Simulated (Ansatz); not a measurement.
# C4H12FGa: the cost of one run

Method: RKS PBE/def2-SVP, in Ansatz 0.2.0.

## Step 1: The structure to begin with

Bond lengths (14 of 16 bonds, heavy atoms first): Ga1–C2 2.330 Å, C2–C5 1.520 Å, Ga1–C9 1.980 Å, C9–C12 1.520 Å, Ga1–F17 2.000 Å, C2–H3 1.110 Å, C2–H4 1.110 Å, C5–H6 1.110 Å, C5–H7 1.110 Å, C5–H8 1.110 Å, C9–H10 1.110 Å, C9–H11 1.110 Å, C12–H13 1.110 Å, C12–H14 1.110 Å. Angles (14 of 30 angles, heavy atoms first): Ga1–C2–C5 109.5°, C2–Ga1–C9 120.0°, C2–Ga1–F17 71.6°, C9–Ga1–F17 105.6°, Ga1–C9–C12 109.5°, Ga1–C2–H3 109.5°, Ga1–C2–H4 109.5°, H3–C2–C5 109.4°, H4–C2–C5 109.4°, C2–Ga1–H16 120.0°, C9–Ga1–H16 120.0°, H16–Ga1–F17 92.7°, C2–C5–H6 109.5°, C2–C5–H7 109.5°.

Its coordinates follow in the input file.

## Step 2: Pulling towards end A

Springs on the bonds that form and break draw the guess towards this end; the thresholds are loose.

Input file input.yaml:

```yaml
crystal:
  periodic: [false, false, false]
  atoms:
    - { symbol: Ga, position_ang: [0.0, 0.0, 0.0] }
    - { symbol: C, position_ang: [0.0, 0.0, 2.33] }
    - { symbol: H, position_ang: [-0.9996, -0.3092, 2.7005] }
    - { symbol: H, position_ang: [0.7676, -0.7111, 2.7005] }
    - { symbol: C, position_ang: [0.3177, 1.3971, 2.8374] }
    - { symbol: H, position_ang: [0.9159, 1.3257, 3.7696] }
    - { symbol: H, position_ang: [0.8975, 1.9479, 2.0676] }
    - { symbol: H, position_ang: [-0.628, 1.9396, 3.0459] }
    - { symbol: C, position_ang: [1.7147, 0.0, -0.99] }
    - { symbol: H, position_ang: [2.0443, -1.0462, -1.1602] }
    - { symbol: H, position_ang: [1.5782, 0.508, -1.9674] }
    - { symbol: C, position_ang: [2.7685, 0.7369, -0.1795] }
    - { symbol: H, position_ang: [3.6923, 0.1238, -0.1284] }
    - { symbol: H, position_ang: [2.9965, 1.7088, -0.6648] }
    - { symbol: H, position_ang: [2.3873, 0.9171, 0.8472] }
    - { symbol: H, position_ang: [-1.3596, 0.0, -0.785] }
    - { symbol: F, position_ang: [-0.2561, -1.8806, 0.6306] }
    - { symbol: H, position_ang: [-0.1762, -1.2937, 1.7624] }
basis:
  gaussian: { orbitals: def2-SVP }
hamiltonian:
  xc: pbe
relax:
  f_tol: 0.15
  max_steps: 25
  restrain:
    - { distance: [0, 16], at: 2.9, k: 30.0 }
    - { distance: [17, 1], at: 2.31, k: 30.0 }
    - { distance: [0, 1], at: 1.98, k: 30.0 }
    - { distance: [17, 16], at: 0.92, k: 30.0 }
output:
  orbitals: {}
```

Command:

```console
ansatz run input.yaml --threads 4 --pin off --max-ram 5120MiB --backend cpu --events-out ev --progress --plain --runs-dir out
```

Q: Estimate wall time and peak memory on 4 threads of Arm Neoverse N1, shared host.

About 62 s, with a peak of 0.25 GiB.
